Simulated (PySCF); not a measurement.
# CeH3P (Ce(PH3)3+): the cost of one run

The runs use PySCF 2.14.0; PBE0, Ce lcecp-1-SVP with ECP47, P def2-SVP, H def2-SVP; scalar-relativistic core potentials, no spin–orbit coupling.

1 further run of the same task is left out (for a known fault of the program).

## 1. Where the work starts

5 atoms, charge 3, spin multiplicity 1.

Bond lengths: Ce1–P2 2.987 Å, P2–H3 1.420 Å, P2–H4 1.420 Å, P2–H5 1.420 Å. Angles: Ce1–P2–H3 121.6°, Ce1–P2–H4 121.6°, Ce1–P2–H5 121.6°, H3–P2–H4 95.1°, H3–P2–H5 95.1°, H4–P2–H5 95.1°.

Coordinates:

```xyz
5
charge 3, multiplicity 1
Ce    0.00000    0.00000    0.00000
P     0.00000    0.00000    2.98750
H     1.21000    0.00000    3.73070
H    -0.60500    1.04790    3.73070
H    -0.60500   -1.04790    3.73070
```

Formal oxidation states: Ce +3. Each metal's 1 4f electrons lie in its core potential, so multiplicities, spins and levels count the valence alone.

## 2. SCF at the start, singlet

File run.py (the lines that set the calculation):

```python
mol = gto.M(atom='''
Ce     0.00000     0.00000     0.00000
P      0.00000     0.00000     2.98750
H      1.21000     0.00000     3.73070
H     -0.60500     1.04790     3.73070
H     -0.60500    -1.04790     3.73070''',
    basis={'Ce': 'lcecp-1-SVP', 'P': 'def2-SVP', 'H': 'def2-SVP'},
    ecp={'Ce': 'lcecp-1-SVP'},
    charge=3, spin=0)
mf = dft.RKS(mol, xc='PBE0')
mf.grids.atom_grid = (50, 194)  # f atoms: unpruned, at least (60, 302)
mf = mf.density_fit()  # fitting sets: Ce AutoAux, P def2-universal-JKFIT, H def2-universal-JKFIT
mf.conv_tol = 1e-08; mf.max_cycle = 55
mf.kernel(dm0)  # dm0: free metal ions and neutral atoms
```

The run is started by

```sh
OMP_NUM_THREADS=2 python run.py
```

**Question.** How long does this run take on 2 threads of Arm Neoverse V2, shared host, and how much memory does it need?

About 1.7 s, with a peak of 0.41 GiB.
